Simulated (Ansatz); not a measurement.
FGeH6NSi, SMILES [NH2][GeH]([F])[SiH3]: vertical energies of changing the electron count, run with the Python package of Ansatz (0.2.0).

`run_ip.py`:
```python
"""Vertical ionisation energy and electron affinity of FGeH6NSi."""

import ansatz as az

BASIS = "def2-SVPD"
FUNCTIONAL = "pbe"


def total_energy(molecule, charge=0, unpaired=0):
    calc = (
        molecule.calculation()
        .basis(gaussian=BASIS)
        .functional(FUNCTIONAL)
    )
    if charge:
        calc = calc.charge(charge)
    if unpaired:
        calc = calc.spin("collinear", total=unpaired)
    report = calc.run().report
    if report["published_state_doubts"]:
        print("  doubts:", report["published_state_doubts"])
    return report["free_energy_ev"]

geometry_ang = [
    ("N", [-0.5798, 0.8004, -1.5616]),
    ("Ge", [0.6674, 0.13, -0.4434]),
    ("F", [1.5899, -1.0533, -1.3321]),
    ("Si", [-0.2827, -0.8719, 1.3598]),
    ("H", [-0.1181, 1.3397, -2.3533]),
    ("H", [-1.139, 1.5875, -1.0248]),
    ("H", [1.6235, 1.2714, 0.066]),
    ("H", [-1.195, -1.9437, 0.8765]),
    ("H", [-1.1527, 0.1299, 2.1344]),
    ("H", [0.6694, -1.441, 2.2815]),
]
mol = az.Crystal.molecule()
for symbol, xyz in geometry_ang:
    mol = mol.atom(symbol, xyz)

# total-energy differences at one geometry
parent = total_energy(mol, 0, 0)
cation = total_energy(mol, 1, 1)
print(f"E(N)   = {parent:.5f} eV")
print(f"E(N-1) = {cation:.5f} eV  (1 unpaired)")
print(f"vertical ionisation energy {cation - parent:.3f} eV")
anion = total_energy(mol, -1, 1)
print(f"E(N+1) = {anion:.5f} eV  (1 unpaired)")
print(f"vertical electron affinity {parent - anion:.3f} eV" + ("" if anion < parent else " (unbound in this basis)"))
print(f"fundamental gap IP - EA = {cation + anion - 2 * parent:.3f} eV")
```

What does it cost to change the electron count at this fixed geometry?

At this unrelaxed geometry removing an electron costs 9.52 eV and an added one is unbound in this basis (by 0.84 eV).

The run itself:

```console
$ python run_ip.py
E(N)   = -68671.64042 eV
E(N-1) = -68662.11971 eV  (1 unpaired)
vertical ionisation energy 9.521 eV
E(N+1) = -68670.79959 eV  (1 unpaired)
vertical electron affinity -0.841 eV (unbound in this basis)
fundamental gap IP - EA = 10.362 eV
```

Notes:
- Total energies depend on the basis set; only differences at equal settings carry meaning.
- The geometry is a force-field or estimated start, not a minimum of this method, and the basis set is short of its limit. All parts are taken at fixed geometry, without zero-point energy. At an unrelaxed start these energies can be a whole eV from those at the minimum, and a small affinity can change sign.
- A negative electron affinity means that the anion is unbound here; its size hangs on the basis and tends to about zero as the basis grows, and so does its part in any gap built on it.
- Finished in 48 s on 1 thread of Intel(R) Xeon(R) 6975P-C (Granite Rapids) (shared host), peak memory 0.51 GiB.

(Lines on the test bed's own set-up are left out of the output.)
